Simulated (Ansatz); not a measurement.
# HfO+ (sextet): from Hartree-Fock to the top rungs, def2-TZVPP

One table from this session's results is given with a row withheld; the runs are named, their logs left out.

The runs use Ansatz 0.2.0, Gaussian basis; def2-TZVPP, core rule «outside noble gas», up to 5 orbitals frozen.

The runs, in order: UHF; CCSD(T) on ROHF; CCSDT(Q) on ROHF; CCSDT(Q) on UHF.

13 further runs of the same task are left out: 7 for a known fault of the program, 6 set aside as unsound or not needed.

## The system

The geometry is a PBE0/def2-TZVP stationary point (not a proven minimum) of the parent state, kept for this charge and spin. No spin-orbit coupling is included. Elements past krypton take def2 core potentials.

2 atoms, charge 1, spin multiplicity 6.

Atoms are counted from 1 here; the program's logs count them from 0.

Bond lengths: Hf1–O2 1.996 Å.

Set-up of the first run:

File in.yaml:

```yaml
crystal:
  periodic: [false, false, false]
  atoms:
    - {symbol: Hf, position_ang: [0.000000, 0.000000, 0.000000]}
    - {symbol: O, position_ang: [0.000000, 0.000000, 1.995600]}
basis:
  gaussian: {orbitals: def2-TZVPP}
total_charge: 1
magnetization: {spin_polarized: true, initial_magnetization: 5}
hamiltonian: {xc: hf}
output: {orbitals: {seedname: orbitals}}
```

Command:

```
> ansatz run in.yaml --threads 1 --pin off --events-out ev --progress --plain --max-ram 4096MiB --backend cpu
```

Among the steps run: UHF; CCSD(T) on ROHF; CCSDT(Q) on ROHF; CCSDT(Q) on UHF.

One table of the session follows, with a row left open; its other results are not shown here.

| method | from RCCSDT(Q) (meV) |
| --- | --- |
| ROHF | +5281.8 |
| UHF | +4984.0 |
| RMP2 | +700.8 |
| RCCSD | ? |
| RCCSD(T) | +19.3 |
| RCCSDT | +2.6 |
| RCCSDT(Q) | 0 |

Estimate the missing values for RCCSD.

**Answer.** from RCCSDT(Q) (meV): +127.2. In the column «from RCCSDT(Q) (meV)» it lies between RCCSD(T) (+19.3) and RMP2 (+700.8).

Not comparable, so not listed: CCSDT(Q) on UHF (they don't share determinant, frozen orbitals or solution with the rows shown, or repeat one).
